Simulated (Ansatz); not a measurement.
# MgCd3Te4: the cost of one run

Method: DFT PBE, scalar-relativistic, plane waves, PAW, in Ansatz 0.2.0.

## 1. The system as given

Symmetry: P-43m, No. 215, cubic system. The conventional cell has a = 6.591 Å, b = 6.591 Å, c = 6.591 Å, α = 90.00°, β = 90.00°, γ = 90.00°. Mg (site symmetry -43m) has 4 Te at 2.82 Å as nearest neighbours. Cd (site symmetry -42m) is surrounded by 4 Te at 2.86 Å. Around Te (site symmetry 3m) lie 1 Mg at 2.82 Å and 3 Cd at 2.86 Å.

Structure file:

```
Mg Cd Te
1.0
     6.59115    0.00000    0.00000
     0.00000    6.59115    0.00000
     0.00000    0.00000    6.59115
Mg Cd Te
1 3 4
Direct
  0.00000 0.00000 0.00000
  0.00000 0.50000 0.50000
  0.50000 0.00000 0.50000
  0.50000 0.50000 0.00000
  0.75271 0.75271 0.24729
  0.75271 0.24729 0.75271
  0.24729 0.75271 0.75271
  0.24729 0.24729 0.24729
```

The start is the relaxed end of an invented cell (made as: elements ordered on the sites of the CdTe type, Cd/Mg on Cd (P-43m, No. 215)), taken up again for a closer look.

## 2. A first look at the guess

Input file input.yaml:

```yaml
crystal:
  lattice:
    - [6.5911452, 0.0, 0.0]
    - [0.0, 6.5911452, 0.0]
    - [0.0, 0.0, 6.5911452]
  atoms:
    - { symbol: Mg, position: [0.0, 0.0, 0.0] }
    - { symbol: Cd, position: [0.0, 0.5, 0.5] }
    - { symbol: Cd, position: [0.5, 0.0, 0.5] }
    - { symbol: Cd, position: [0.5, 0.5, 0.0] }
    - { symbol: Te, position: [0.752707, 0.752707, 0.247293] }
    - { symbol: Te, position: [0.752707, 0.247293, 0.752707] }
    - { symbol: Te, position: [0.247293, 0.752707, 0.752707] }
    - { symbol: Te, position: [0.247293, 0.247293, 0.247293] }
basis:
  ecutwfc: 420
kpoints:
  mp_grid: { grid: [4, 4, 4] }
hamiltonian:
  xc: pbe
scf:
  occupations: { method: gaussian, width: 0.1 }
  lower_state_search: "off"
output:
  forces: true
  stress: true
  eigenvalues: true
```

Command:

```bash
$ ansatz run input.yaml --threads 4 --pin off --max-ram 8192MiB --backend cpu --events-out ev --progress --plain --runs-dir out
```

What time and memory should one allow on 4 threads of Intel Xeon 6975P-C (Granite Rapids), shared host?

About 2.1 s, with a peak of 0.85 GiB.
